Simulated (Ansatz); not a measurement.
# The Sc-Pt system: small convex hull in Python

Aim: a small convex hull, for the Sc-Pt system, run from a script.

All numbers are computed with the Python package of Ansatz 0.2.0. Level of theory: DFT LDA, plane waves, PAW.

### 1 The system

ScPt3 Pm-3m: It takes space group Pm-3m (No. 221, cubic). Conventional cell: a = 3.958 Å, b = 3.958 Å, c = 3.958 Å, α = 90.00°, β = 90.00°, γ = 90.00°. Sc (site symmetry m-3m) is surrounded by 12 Pt at 2.80 Å. Around Pt (site symmetry 4/mmm) lie 4 Sc at 2.80 Å and 8 Pt at 2.80 Å.

ScPt Pm-3m: It takes space group Pm-3m (No. 221, cubic). The conventional cell has a = 3.270 Å, b = 3.270 Å, c = 3.270 Å, α = 90.00°, β = 90.00°, γ = 90.00°. Sc (site symmetry m-3m) is surrounded by 8 Pt at 2.83 Å. Pt (site symmetry m-3m) is surrounded by 8 Sc at 2.83 Å.

Sc P6_3/mmc: The structure is hexagonal, space group P6_3/mmc (No. 194). Conventional cell: a = 3.309 Å, b = 3.309 Å, c = 5.273 Å, α = 90.00°, β = 90.00°, γ = 120.00°. Sc (site symmetry -6m2) is surrounded by 12 Sc at 3.26 to 3.31 Å.

Pt Fm-3m: It takes space group Fm-3m (No. 225, cubic). Conventional cell: a = 3.922 Å, b = 3.922 Å, c = 3.922 Å, α = 90.00°, β = 90.00°, γ = 90.00°. Pt (site symmetry m-3m) is surrounded by 12 Pt at 2.77 Å.

The script holds or builds the structure itself.

### 2 The code

hull_scpt3.py reads:

```python
# -*- coding: utf-8 -*-
"""Convex hull of a few Sc-Pt phases, after relaxing atoms and volume at fixed cell shape."""

from collections import Counter
import warnings

import ansatz as az
from pymatgen.analysis.phase_diagram import PDEntry, PhaseDiagram
from pymatgen.core import Composition

PHASES = {
    "ScPt3 Pm-3m": (
        [[3.958, 0.0, 0.0], [0.0, 3.958, 0.0], [0.0, 0.0, 3.958]],
        [
            ("Sc", [0.0, 0.0, 0.0]),
            ("Pt", [0.0, 0.5, 0.5]),
            ("Pt", [0.5, 0.0, 0.5]),
            ("Pt", [0.5, 0.5, 0.0]),
        ],
    ),
    "ScPt Pm-3m": (
        [[3.27, 0.0, 0.0], [0.0, 3.27, 0.0], [0.0, 0.0, 3.27]],
        [
            ("Sc", [0.5, 0.5, 0.5]),
            ("Pt", [0.0, 0.0, 0.0]),
        ],
    ),
    "Sc": (
        [[3.309, 0.0, 0.0], [-1.6545, 2.865678, 0.0], [0.0, 0.0, 5.2733]],
        [
            ("Sc", [1 / 3, 2 / 3, 0.25]),
            ("Sc", [2 / 3, 1 / 3, 0.75]),
        ],
    ),
    "Pt": (
        [[0.0, 1.9609, 1.9609], [1.9609, 0.0, 1.9609], [1.9609, 1.9609, 0.0]],
        [
            ("Pt", [0.0, 0.0, 0.0]),
        ],
    ),
}


def build(vectors, sites):
    crystal = az.Crystal(lattice=az.Lattice.of(vectors))
    for symbol, position in sites:
        crystal = crystal.atom(symbol, position)
    return crystal


def run_phase(name, crystal):
    calc = crystal.calculation()
    calc = calc.functional("lda")
    calc = calc.basis(550)
    calc = calc.kpoints(spacing=0.16)
    calc = calc.occupations("fermi_dirac", width=0.05)
    calc = calc.relax(force_tolerance=0.02, max_steps=60, fix_cell=["shape"])
    return calc.run()


def counts(outcome):
    return Counter(site.symbol for site in outcome.lattice.sites)


def main():
    warnings.simplefilter("ignore", az.DeckWarning)

    phases = {name: build(*cell) for name, cell in PHASES.items()}

    done = {name: run_phase(name, crystal) for name, crystal in phases.items()}

    entries = [PDEntry(Composition(dict(counts(o))), o.report["energy_sigma0_ev"], name=name) for name, o in done.items()]
    diagram = PhaseDiagram(entries)
    rows = [(e.name, e.composition.get_atomic_fraction("Pt"), diagram.get_form_energy_per_atom(e), diagram.get_e_above_hull(e)) for e in entries]
    rows.sort(key=lambda row: row[1])
    print("     phase       x(Pt)  E_form (eV/atom)  above hull (eV/atom)")
    for row in rows:
        print(f"{str(row[0]):>10}  {row[1]:10.3f}  {row[2]:16.4f}  {row[3]:20.4f}")
    print("on the hull of these phases:", ", ".join(row[0] for row in rows if row[3] < 1e-6))


if __name__ == "__main__":
    main()
```

### 3 The calls as engine input

The engine receives this input (first run):

```yaml
crystal:
  lattice:
    - [3.958, 0.0, 0.0]
    - [0.0, 3.958, 0.0]
    - [0.0, 0.0, 3.958]
  atoms:
    - { symbol: Sc, position: [0.0, 0.0, 0.0] }
    - { symbol: Pt, position: [0.0, 0.5, 0.5] }
    - { symbol: Pt, position: [0.5, 0.0, 0.5] }
    - { symbol: Pt, position: [0.5, 0.5, 0.0] }
basis:
  ecutwfc: 550.0
kpoints:
  mp_grid:
    kspacing: 0.16
hamiltonian:
  xc: lda
scf:
  occupations:
    method: fermi_dirac
    width: 0.05
relax:
  f_tol: 0.02
  max_steps: 60
  cell:
    fix: [shape]
```

### 4 Launch

Started as:

```sh
python hull_scpt3.py
```

**Question.** What results will this script give? Wanted: on the hull of these phases; energy of ScPt3; energy of ScPt.

**Answer**, as computed:

```
                                 quantity                            value
              on the hull of these phases  Sc, ScPt Pm-3m, ScPt3 Pm-3m, Pt
                            runs compared                                4
energy of ScPt3 (run 1) from the elements                   -1107 meV/atom
 energy of ScPt (run 2) from the elements                   -1243 meV/atom
```

What this shows: Among these few phases the hull runs through Sc, ScPt Pm-3m, ScPt3 Pm-3m, Pt; other phases, not tried, may lie lower. ScPt lies 1243 meV/atom below its elements, the most of the cells tried. In run 3, over 3 moves the cell shrank by 9.8 % in volume, and the space group stayed P6_3/mmc. In run 4, the volume shrank by 2.1 % over 2 moves, and the space group stayed Fm-3m. What to keep in mind:
- Atoms and volume are relaxed with the cell's shape held, which in cells of lower than cubic symmetry can hide stresses and shift volumes.
- Spin-orbit coupling, which matters for elements this heavy, is left out.
- Differences under 10 to 15 meV an atom lie within the error of mesh and functional, so such verdicts may flip; only the cells listed enter the hull.
